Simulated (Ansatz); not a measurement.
# CaCdC2N2: the cost of one run

Program: Ansatz 0.2.0. Level of theory: DFT PBE, scalar-relativistic, plane waves, PAW. These are calculated values, not measurements.

**1. The structure to begin with**

Symmetry: P-1, No. 2, triclinic system. The conventional cell has a = 3.604 Å, b = 4.363 Å, c = 8.138 Å, α = 80.41°, β = 85.14°, γ = 70.66°. Around Ca (site symmetry -1) lie 2 N at 2.21 Å. Cd (site symmetry -1) has 2 C at 2.00 Å in its first shell of neighbours. Around C (site symmetry 1) lie 1 N at 1.17 Å and 1 Cd at 2.00 Å. N (site symmetry 1) is surrounded by 1 C at 1.17 Å.

Structure file:

```cif
data_structure
_symmetry_space_group_name_H-M 'P 1'
_symmetry_Int_Tables_number 1
_cell_length_a 3.6037
_cell_length_b 4.3626
_cell_length_c 8.1381
_cell_angle_alpha 80.408
_cell_angle_beta 85.143
_cell_angle_gamma 70.660
_cell_volume 118.97
loop_
_atom_site_label
_atom_site_type_symbol
_atom_site_fract_x
_atom_site_fract_y
_atom_site_fract_z
_atom_site_occupancy
Ca1 Ca 0.50000 0.00000 0.50000 1
Cd1 Cd 0.00000 0.00000 0.00000 1
C1 C 0.81407 0.37186 0.81407 1
C2 C 0.18593 0.62814 0.18593 1
N1 N 0.70535 0.58930 0.70535 1
N2 N 0.29465 0.41070 0.29465 1
```

Recipe of the guess: packed cyanide-bridged chains (P-1, No. 2). Its size is a rough estimate.

**2. The guess as it stands, on a coarse mesh**

The input, input.yaml:

```yaml
crystal:
  lattice:
    - [3.60367176, 0.0, 0.0]
    - [1.44480945, 4.11643305, 0.0]
    - [0.68907801, 1.19531935, 8.02027453]
  atoms:
    - { symbol: Ca, position: [0.5, 0.0, 0.5] }
    - { symbol: Cd, position: [0.0, 0.0, 0.0] }
    - { symbol: C, position: [0.81406802, 0.37186397, 0.81406802] }
    - { symbol: C, position: [0.18593198, 0.62813603, 0.18593198] }
    - { symbol: "N", position: [0.70535217, 0.58929567, 0.70535217] }
    - { symbol: "N", position: [0.29464783, 0.41070433, 0.29464783] }
basis:
  ecutwfc: 420
kpoints:
  mp_grid: { grid: [6, 4, 2] }
hamiltonian:
  xc: pbe
scf:
  occupations: { method: gaussian, width: 0.1 }
  lower_state_search: "off"
output:
  forces: true
  stress: true
  eigenvalues: true
```

Run with:

```
$ ansatz run input.yaml --threads 1 --pin off --max-ram 2560MiB --backend cpu --events-out ev --progress --plain --runs-dir out
```

**Question.** How long does this run take on 1 thread of AMD EPYC (Zen 3), shared host, and how much memory does it need?

About 14 s, with a peak of 0.43 GiB.
